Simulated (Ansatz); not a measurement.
**Zn2In2S5: a short molecular-dynamics run**

A trajectory of Zn2In2S5, a randomly packed cell with 9 atoms that was not relaxed first: 30 steps of 2 fs under a Langevin thermostat at 2000 K.

Method: DFT PBE, plane waves, PAW, scalar-relativistic, no spin polarisation, in Ansatz 0.2.0.

The cell holds 9 atoms (In2S5Zn2): a = 5.762 Å, b = 6.258 Å, c = 5.882 Å, α = 93.37°, β = 89.25°, γ = 105.42°.

Coordinates:

```xyz
9
Lattice="5.7070 -0.6018 0.5236 -0.9751 6.1507 -0.6194 -0.4420 0.1687 5.8633" Properties=species:S:1:pos:R:3 pbc="T T T"
S     2.0508    2.3634    3.2504
S     5.1005    1.5059    3.8543
S     2.6409    2.4477    0.6564
S     0.2394    1.0785    5.6328
S    -0.4847    3.0590    0.8340
In    3.9448    4.0464    4.6910
In   -0.0049    5.9015    1.8394
Zn    2.8887    5.6745    1.6999
Zn    1.1781    5.2415    4.5870
```

The structure above is the start of the run; the results belong to its end.

| quantity | value |
| --- | --- |
| length | 30 steps of 2 fs |
| temperature, first and last step | 1778 and 2360 K |
| temperature, second half | mean 2113 K, from 1767 to 2661 K |
| potential energy, second half | -94 meV/atom from the start |
| mean square displacement, second half | S 0.251, Zn 0.096, In 0.044 Å² |

In words: Against a set 2000 K the second half averages 2113 K, going from 2078 to 2360 K over that half. Over the second half S atoms stand 0.5 Å (root mean square) from where they began, and the farthest move is 0.9 Å. 60 fs on 9 atoms is far too short and small for converged averages.

**Question.** Which input and command would start the first run of this session?

A: The one that was run. It is one of several that fit.

input.yaml reads:

```yaml
crystal:
  lattice:
    - [5.706976, -0.601808, 0.523633]
    - [-0.975131, 6.150694, -0.619398]
    - [-0.441978, 0.168658, 5.863349]
  atoms:
    - { symbol: S, position: [0.473375, 0.415318, 0.555961] }
    - { symbol: S, position: [0.996074, 0.325771, 0.602816] }
    - { symbol: S, position: [0.547936, 0.448544, 0.110406] }
    - { symbol: S, position: [0.144531, 0.163021, 0.964995] }
    - { symbol: S, position: [0.014337, 0.493452, 0.193093] }
    - { symbol: In, position: [0.876347, 0.721736, 0.798031] }
    - { symbol: In, position: [0.195352, 0.967672, 0.398489] }
    - { symbol: Zn, position: [0.699598, 0.981952, 0.331179] }
    - { symbol: Zn, position: [0.41994, 0.870316, 0.836761] }
kpoints:
  mp_grid: { grid: [3, 3, 3] }
magnetization:
  spin_polarized: false
scf:
  occupations: { method: cold, width: 0.15 }
hamiltonian:
  pseudopotentials: { kind: paw }
  xc: pbe
basis:
  ecutwfc: 420
md:
  timestep: 2.0
  n_steps: 30
  ensemble: nvt_langevin
  temperature: 2000.0
  initial_velocities: maxwell_boltzmann
  seed: 293402
```

Launch:

```sh
$ ansatz run input.yaml --threads 2 --pin off --max-ram 2560MiB --backend cpu --events-out ev --progress --plain --runs-dir out
```
